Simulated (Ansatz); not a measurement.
# C₂H₅BO: up Jacob's ladder to CCSD(T)

The task here is to estimate one member of a computed series from the others.

Program: Ansatz 0.2.0, Gaussian basis. Level of theory: functionals in def2-TZVPP, the program's frozen cores in correlated methods. These are calculated values, not measurements.

Plan: LDA (SPW92), PBE-D4, revPBE-D4, BLYP-D4, r2SCAN-D4, B97M-V, PBE0-D4, B3LYP-D4, r2SCANh-D4, r2SCAN0-D4, HSE06-D4, BHLYP-D4, CAM-B3LYP-D4, LC-ωPBE, ωB97X-V, ωB97M-V, B2PLYP, PBE-QIDH; CCSD(T)/def2-SVP; CCSD(T)/def2-TZVPP; MP2/def2-QZVPP; extrapolation to the limit; RPA on PBE.

## The geometry

An earlier PBE0-D4 in a triple-zeta def2 set relaxation fixed the geometry.

SMILES `CBC=O`, 9 atoms, charge 0, spin multiplicity 1.

Atoms are counted from 1 here; the program's logs count them from 0.

Bond lengths: C1–B2 1.550 Å, C1–H5 1.103 Å, C1–H6 1.091 Å, C1–H7 1.092 Å, B2–C3 1.573 Å, B2–H8 1.199 Å, C3–O4 1.214 Å, C3–H9 1.117 Å. Angles: B2–C1–H5 105.1°, B2–C1–H6 114.7°, B2–C1–H7 113.6°, H5–C1–H6 106.8°, H5–C1–H7 105.6°, H6–C1–H7 110.2°, C1–B2–C3 121.7°, C1–B2–H8 121.5°, C3–B2–H8 116.8°, B2–C3–O4 116.5°, B2–C3–H9 124.0°, O4–C3–H9 119.4°.

Set-up of the first run:

in.yaml reads:

```yaml
crystal:
  periodic: [false, false, false]
  atoms:
    - {symbol: C, position_ang: [-0.548817, 0.782712, -0.754731]}
    - {symbol: B, position_ang: [0.359588, -0.387114, -0.297879]}
    - {symbol: C, position_ang: [0.503654, -0.778704, 1.219197]}
    - {symbol: O, position_ang: [1.342807, -0.176487, 1.857400]}
    - {symbol: H, position_ang: [-1.489092, 0.306931, -1.079402]}
    - {symbol: H, position_ang: [-0.809611, 1.491869, 0.032488]}
    - {symbol: H, position_ang: [-0.170591, 1.313755, -1.630251]}
    - {symbol: H, position_ang: [1.001598, -1.026062, -1.083635]}
    - {symbol: H, position_ang: [-0.101037, -1.573200, 1.719714]}
basis:
  gaussian: {orbitals: def2-TZVPP}
hamiltonian: {xc: lda}
output: {orbitals: {seedname: orbitals}}
```

Launch:

```console
> ansatz run in.yaml --threads 2 --pin off --events-out ev --progress --plain --max-ram 4352MiB
```

Among the steps run: LDA; PBE-D4 (GGA); revPBE-D4 (GGA); BLYP-D4 (GGA); r2SCAN-D4 (meta-GGA); B97M-V (meta-GGA); PBE0-D4 (hybrid); B3LYP-D4 (hybrid); r2SCANh-D4 (hybrid); r2SCAN0-D4 (hybrid); HSE06-D4 (hybrid); BHLYP-D4 (hybrid); CAM-B3LYP-D4 (range-separated); LC-ωPBE (range-separated); ωB97X-V (range-separated); ωB97M-V (range-separated); B2PLYP (double hybrid); PBE-QIDH (double hybrid).

One of the session's tables, all rows but one given; the rest of the session is left out.

It belongs to the step «Frontier levels by functional». 

| functional | HOMO (eV) | LUMO (eV) | gap (eV) |
| --- | --- | --- | --- |
| LDA (SPW92) | -5.61 | -2.82 | 2.79 |
| PBE-D4 | -5.50 | -2.53 | 2.98 |
| revPBE-D4 | -5.45 | -2.40 | 3.05 |
| BLYP-D4 | -5.45 | -2.39 | 3.06 |
| r2SCAN-D4 | -5.76 | -2.15 | 3.61 |
| B97M-V | ? | ? | ? |
| PBE0-D4 | -7.02 | -1.50 | 5.52 |
| B3LYP-D4 | -6.82 | -1.74 | 5.08 |
| r2SCANh-D4 | -6.33 | -1.79 | 4.54 |
| r2SCAN0-D4 | -7.21 | -1.27 | 5.94 |
| HSE06-D4 | -6.61 | -1.88 | 4.72 |
| BHLYP-D4 | -8.55 | -0.44 | 8.11 |
| CAM-B3LYP-D4 | -8.49 | -0.39 | 8.11 |
| LC-ωPBE | -9.78 | 0.88 | 10.66 |
| ωB97X-V | -9.47 | 0.76 | 10.23 |
| ωB97M-V | -9.40 | 0.49 | 9.90 |

**Question.** Estimate the row for B97M-V.

As computed: HOMO (eV): -5.92; LUMO (eV): -2.18; gap (eV): 3.74. In the column «HOMO (eV)» it lies between r2SCANh-D4 (-6.33) and r2SCAN-D4 (-5.76).
